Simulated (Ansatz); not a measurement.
**Be₂H (doublet): from Hartree-Fock to the top rungs at distance Be1–Be2 = 2.989 Å, cc-pVDZ**

How much of the correlation energy of Be₂H (doublet) does each wave-function method recover here?

Computed with Ansatz 0.2.0, Gaussian basis. Level: cc-pVDZ, core rule «outside noble gas», up to 2 orbitals frozen.

The runs, in order: UHF; CCSD(T) on ROHF; CCSD(T) on UHF; BCCD(T) on ROHF; CISD; CCSDT(Q) on ROHF; CCSDT(Q) on UHF; CASSCF and MRCISD+Q, 3 electrons in 3 orbitals; CASSCF and NEVPT2, 3 electrons in 3 orbitals; Full CI.

27 further runs of the same task are left out: 14 for a known fault of the program, 9 that didn't finish, 4 set aside as unsound or not needed.

## Step 1: The geometry

The geometry derives from a PBE0/def2-TZVP stationary point (not a proven minimum). One bond is set to the value named and the two fragments are kept rigid.

3 atoms, charge 0, spin multiplicity 2.

Atoms are counted from 1 here; the program's logs count them from 0.

Bond lengths: Be1–H3 1.348 Å.

## Step 2: UHF

File in.yaml:

```yaml
crystal:
  periodic: [false, false, false]
  atoms:
    - {symbol: Be, position_ang: [0.000000, 0.000000, 0.546838]}
    - {symbol: Be, position_ang: [0.000000, 0.000000, -2.442162]}
    - {symbol: H, position_ang: [0.000000, 0.000000, 1.895324]}
basis:
  gaussian: {orbitals: cc-pVDZ}
magnetization: {spin_polarized: true, initial_magnetization: 1}
hamiltonian: {xc: hf}
output: {orbitals: {seedname: orbitals}}
```

Started as:

```bash
$ ansatz run in.yaml --threads 1 --pin off --events-out ev --progress --plain --max-ram 2393MiB
```

The runs that follow: CCSD(T) on ROHF; CCSD(T) on UHF; BCCD(T) on ROHF; CISD; CCSDT(Q) on ROHF; CCSDT(Q) on UHF; CASSCF and MRCISD+Q, 3 electrons in 3 orbitals; CASSCF and NEVPT2, 3 electrons in 3 orbitals; Full CI.

Q: Predict the results of all the runs planned. Wanted: FCI below the RHF energy; RMP2 from FCI; UMP2 from FCI; RCCSD from FCI; RCCSD(T) from FCI; UCCSD(T) from FCI; RCCSDT(Q) from FCI; UCCSDT(Q) from FCI; NEVPT2 pair from FCI.

The runs gave:

| quantity | value |
| --- | --- |
| FCI below the RHF energy | -2.5565 eV |
| RMP2 from FCI | +87.3 kJ/mol |
| UMP2 from FCI | +81.9 kJ/mol |
| RCCSD from FCI | +9.0 kJ/mol |
| RCCSD(T) from FCI | +2.7 kJ/mol |
| UCCSD(T) from FCI | +2.1 kJ/mol |
| RCCSDT(Q) from FCI | +0.1 kJ/mol |
| UCCSDT(Q) from FCI | +0.1 kJ/mol |
| NEVPT2 pair from FCI | +72.6 kJ/mol |
| MRCISD+Q pair from FCI | +1.1 kJ/mol |
| levels within 1 kcal/mol (43 meV) | RCCSD(T), UCCSD(T), BCCD(T), RCCSDT, UCCSDT, RCCSDT(Q), UCCSDT(Q), MRCISD+Q pair |
| T1 diagnostic | 0.083 |
| effectively unpaired electrons | 1.13 |

**Reading.** RCCSD(T) misses by +2.7 kJ/mol, 1.1 % of the correlation energy. The occupations are near whole numbers, but T1 = 0.083 shows that the orbitals relax strongly. Of the multireference levels listed MRCISD+Q pair comes nearest in total energy (+1.1 kJ/mol), which doesn't show that its space is the better one. These misses are within one basis, not against nature; the frozen cores of restricted and unrestricted runs differ, which can shift their rows.
